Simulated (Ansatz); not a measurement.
# BH₇OSi₂: one species, many methods

An exercise on one series of results from a longer session: the logs are not shown, and one member is left open.

The runs use Ansatz 0.2.0, Gaussian basis; functionals in def2-TZVPP, the program's frozen cores in correlated methods.

The runs, in order: LDA (SPW92), PBE-D4, revPBE-D4, BLYP-D4, r2SCAN-D4, B97M-V, PBE0-D4, B3LYP-D4, r2SCANh-D4, r2SCAN0-D4, HSE06-D4, BHLYP-D4, CAM-B3LYP-D4, LC-ωPBE, ωB97X-V, ωB97M-V, B2PLYP, PBE-QIDH; CCSD(T)/def2-SVP; MP2/def2-TZVPP; MP2/def2-QZVPP; RPA on PBE.

1 further run of the same task is left out (it didn't finish).

## The geometry

The geometry comes from an earlier relaxation with PBE0-D4 in a triple-zeta def2 set; it is a stationary point, not always the lowest conformer.

SMILES `BO[SiH2][SiH3]`, 11 atoms, charge 0, spin multiplicity 1.

Atoms are counted from 1 here; the program's logs count them from 0.

Bond lengths: B1–O2 1.346 Å, B1–H5 1.204 Å, B1–H6 1.199 Å, O2–Si3 1.665 Å, Si3–Si4 2.341 Å, Si3–H7 1.486 Å, Si3–H8 1.489 Å, Si4–H9 1.487 Å, Si4–H10 1.487 Å, Si4–H11 1.488 Å. Angles: O2–B1–H5 120.0°, O2–B1–H6 118.0°, H5–B1–H6 122.0°, B1–O2–Si3 132.0°, O2–Si3–Si4 109.0°, O2–Si3–H7 107.2°, O2–Si3–H8 109.5°, Si4–Si3–H7 111.0°, Si4–Si3–H8 111.1°, H7–Si3–H8 108.9°, Si3–Si4–H9 110.7°, Si3–Si4–H10 110.1°, Si3–Si4–H11 109.0°, H9–Si4–H10 109.1°, H9–Si4–H11 109.0°, H10–Si4–H11 108.9°.

The first run:

The input, in.yaml:

```yaml
crystal:
  periodic: [false, false, false]
  atoms:
    - {symbol: B, position_ang: [-1.124560, 2.017278, 0.613935]}
    - {symbol: O, position_ang: [-0.022034, 1.325347, 0.269708]}
    - {symbol: Si, position_ang: [0.520745, -0.189732, 0.695958]}
    - {symbol: Si, position_ang: [0.587763, -1.540383, -1.214793]}
    - {symbol: H, position_ang: [-1.921011, 1.539473, 1.380285]}
    - {symbol: H, position_ang: [-1.278427, 3.105728, 0.135764]}
    - {symbol: H, position_ang: [1.877402, -0.023366, 1.278255]}
    - {symbol: H, position_ang: [-0.380715, -0.769145, 1.730313]}
    - {symbol: H, position_ang: [1.500819, -0.961020, -2.234949]}
    - {symbol: H, position_ang: [-0.774486, -1.668414, -1.798294]}
    - {symbol: H, position_ang: [1.079803, -2.892867, -0.835681]}
basis:
  gaussian: {orbitals: def2-TZVPP}
hamiltonian: {xc: lda}
output: {orbitals: {seedname: orbitals}}
```

On the command line:

```sh
$ ansatz run in.yaml --threads 2 --pin off --events-out ev --progress --plain --max-ram 4352MiB
```

Among the steps run: LDA; PBE-D4 (GGA); revPBE-D4 (GGA); BLYP-D4 (GGA); r2SCAN-D4 (meta-GGA); B97M-V (meta-GGA); PBE0-D4 (hybrid); B3LYP-D4 (hybrid); r2SCANh-D4 (hybrid); r2SCAN0-D4 (hybrid); HSE06-D4 (hybrid); BHLYP-D4 (hybrid); CAM-B3LYP-D4 (range-separated); LC-ωPBE (range-separated); ωB97X-V (range-separated); ωB97M-V (range-separated); B2PLYP (double hybrid); PBE-QIDH (double hybrid).

One table of the session follows, with a row left open; its other results are not shown here.

It belongs to the step «Orbital energies across the functionals». 

```
  functional  HOMO (eV)  gap (eV)
 LDA (SPW92)      -7.05      5.09
      PBE-D4      -7.01      5.31
   revPBE-D4      -6.98      5.38
     BLYP-D4      -6.95      5.38
   r2SCAN-D4      -7.33      6.03
      B97M-V      -7.49      6.00
     PBE0-D4          ?         ?
    B3LYP-D4      -8.11      7.18
  r2SCANh-D4      -7.83      6.87
  r2SCAN0-D4      -8.46      8.01
    HSE06-D4      -7.91      6.84
    BHLYP-D4      -9.34      9.65
CAM-B3LYP-D4      -9.60      9.97
     LC-ωPBE     -10.91     12.50
     ωB97X-V     -10.58     12.05
     ωB97M-V     -10.36     11.53
```

Q: Estimate the row for PBE0-D4 from the others.

The run gave: HOMO (eV): -8.30; gap (eV): 7.62. In the column «HOMO (eV)» it lies between r2SCAN0-D4 (-8.46) and B3LYP-D4 (-8.11).
